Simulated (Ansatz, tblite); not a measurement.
**In6Sb5 wurtzite ring sphere (In₆Sb₅H₁₈−): rung by rung**

An exercise on one series of results from a longer session: the logs are not shown, and one member is left open.

Computed with Ansatz 0.2.0, Gaussian basis. Level: as each input shows.

Levels to be run: GFN1-xTB, GFN2-xTB, PBE-D4/def2-TZVP, r2SCAN-D4/def2-TZVP, revPBE-D4/def2-TZVP, LC-ωPBE/def2-TZVP, ωB97M-V/def2-TZVP, PBE-D4/def2-SVP, PBE0-D4/def2-SVP, MP2/def2-SVP, RPA/def2-SVP.

2 further runs of the same task are left out: 2 set aside as unsound or not needed.

**The geometry**

The geometry is that of the singlet, from an earlier relaxation (PBE-D4/def2-SVP).

29 atoms, charge -1, spin multiplicity 1.

Bond lengths: In1–Sb2 2.902 Å, In1–Sb7 2.877 Å, In1–H12 1.758 Å, In1–H13 1.752 Å, Sb2–In4 2.825 Å, Sb2–In5 2.902 Å, Sb2–H14 1.729 Å, Sb3–In4 2.888 Å, Sb3–In8 2.954 Å, Sb3–H15 1.722 Å, Sb3–H16 1.731 Å, In4–Sb6 2.888 Å, In4–H17 1.752 Å, In5–Sb10 2.878 Å, In5–H18 1.752 Å, In5–H19 1.758 Å, Sb6–In11 2.953 Å, Sb6–H20 1.722 Å and more. Angles: Sb2–In1–Sb7 96.7°, Sb2–In1–H12 105.7°, Sb2–In1–H13 108.5°, Sb7–In1–H12 109.2°, Sb7–In1–H13 110.5°, H12–In1–H13 123.0°, In1–Sb2–In4 107.9°, In1–Sb2–In5 127.7°, In1–Sb2–H14 105.6°, In4–Sb2–In5 107.9°, In4–Sb2–H14 98.3°, In5–Sb2–H14 105.6°, In4–Sb3–In8 128.7°, In4–Sb3–H15 102.9°, In4–Sb3–H16 105.1°, In8–Sb3–H15 109.1°, In8–Sb3–H16 111.1°, H15–Sb3–H16 94.2° and more.

In, Sb take a core potential in the def2 sets. No spin-orbit coupling is included. The ion is computed in the gas phase, without counter-ions or solvent.

PBE0-D4/def2-TZVP was run before; its log isn't repeated, and its numbers join the tables.

The first run:

Tight binding, by tblite at 300 K electronic temperature and without a spin-polarisation term:

```python
tblite.interface.Calculator('GFN1-xTB', numbers, positions, charge=-1, uhf=0).singlepoint()
```

Tight binding, by tblite at 300 K electronic temperature and without a spin-polarisation term:

```python
tblite.interface.Calculator('GFN2-xTB', numbers, positions, charge=-1, uhf=0).singlepoint()
```

start.molden holds the orbitals of an earlier run on this state, given as this run's starting guess.

in.yaml reads:

```yaml
crystal:
  periodic: [false, false, false]
  atoms:
    - {symbol: In, position_ang: [0.247154, -2.864997, -2.164098]}
    - {symbol: Sb, position_ang: [-1.957696, -1.131702, -1.419259]}
    - {symbol: Sb, position_ang: [0.213734, -2.395802, 2.277422]}
    - {symbol: In, position_ang: [-2.318465, -1.339721, 1.374465]}
    - {symbol: In, position_ang: [-2.361295, 1.643469, -2.165610]}
    - {symbol: Sb, position_ang: [-1.967229, 1.381183, 2.277253]}
    - {symbol: Sb, position_ang: [2.355366, -1.151746, -1.216327]}
    - {symbol: In, position_ang: [2.942702, -1.530105, 1.550798]}
    - {symbol: In, position_ang: [2.615778, 1.513396, -2.290380]}
    - {symbol: Sb, position_ang: [0.175488, 2.616824, -1.217093]}
    - {symbol: In, position_ang: [0.148563, 3.309106, 1.551426]}
    - {symbol: H, position_ang: [0.126308, -4.267445, -1.111313]}
    - {symbol: H, position_ang: [0.293131, -2.985348, -3.910923]}
    - {symbol: H, position_ang: [-3.390994, -1.960871, -1.918417]}
    - {symbol: H, position_ang: [0.056929, -4.082830, 1.971363]}
    - {symbol: H, position_ang: [0.047146, -2.561713, 3.992113]}
    - {symbol: H, position_ang: [-3.681012, -2.127038, 2.144402]}
    - {symbol: H, position_ang: [-2.440392, 1.743120, -3.912513]}
    - {symbol: H, position_ang: [-3.638798, 2.237172, -1.114160]}
    - {symbol: H, position_ang: [-3.504848, 2.090958, 1.967087]}
    - {symbol: H, position_ang: [-2.197322, 1.320720, 3.991600]}
    - {symbol: H, position_ang: [3.727108, -1.955791, -1.893447]}
    - {symbol: H, position_ang: [3.922080, -2.953654, 1.842115]}
    - {symbol: H, position_ang: [3.086247, -0.044436, 2.459065]}
    - {symbol: H, position_ang: [2.435768, 1.406907, -4.031249]}
    - {symbol: H, position_ang: [3.972587, 2.298144, -1.505377]}
    - {symbol: H, position_ang: [0.161637, 4.207343, -1.893002]}
    - {symbol: H, position_ang: [1.508499, 2.685304, 2.453720]}
    - {symbol: H, position_ang: [-0.587673, 4.871053, 1.848439]}
basis:
  gaussian: {orbitals: def2-TZVP, fitting: {mean_field: def2-universal-jkfit}, initial_orbitals: start.molden}
total_charge: -1
hamiltonian: {xc: pbe, dispersion: d4}
scf: {omitted_lower_state_checks: [starts]}
output: {forces: true, orbitals: {seedname: orbitals}}
```

The run is started by

```
ansatz run in.yaml --threads 2 --pin off --events-out ev --progress --plain --max-ram 32768MiB --backend cuda --devices 0, --max-vram 18GiB
```

Among the steps run: PBE-D4/def2-TZVP; r2SCAN-D4/def2-TZVP; revPBE-D4/def2-TZVP; LC-ωPBE/def2-TZVP; ωB97M-V/def2-TZVP; PBE-D4/def2-SVP; PBE0-D4/def2-SVP; MP2/def2-SVP; RPA/def2-SVP.

One table of the session follows, with a row left open; its other results are not shown here.

```
              level  HOMO (eV)  LUMO (eV)  gap (eV)
    PBE-D4/def2-SVP      -2.92       0.48      3.39
   PBE-D4/def2-TZVP      -3.02       0.31      3.33
revPBE-D4/def2-TZVP      -2.95       0.41      3.36
r2SCAN-D4/def2-TZVP      -3.22       0.50      3.72
   PBE0-D4/def2-SVP      -3.78       1.17      4.95
  PBE0-D4/def2-TZVP      -3.85       1.02      4.87
  LC-ωPBE/def2-TZVP          ?          ?         ?
  ωB97M-V/def2-TZVP      -5.63       2.48      8.11
```

Q: Estimate the row for LC-ωPBE/def2-TZVP from the others.

The run gave: HOMO (eV): -5.99; LUMO (eV): 2.85; gap (eV): 8.84. In the column «HOMO (eV)» it is the lowest.
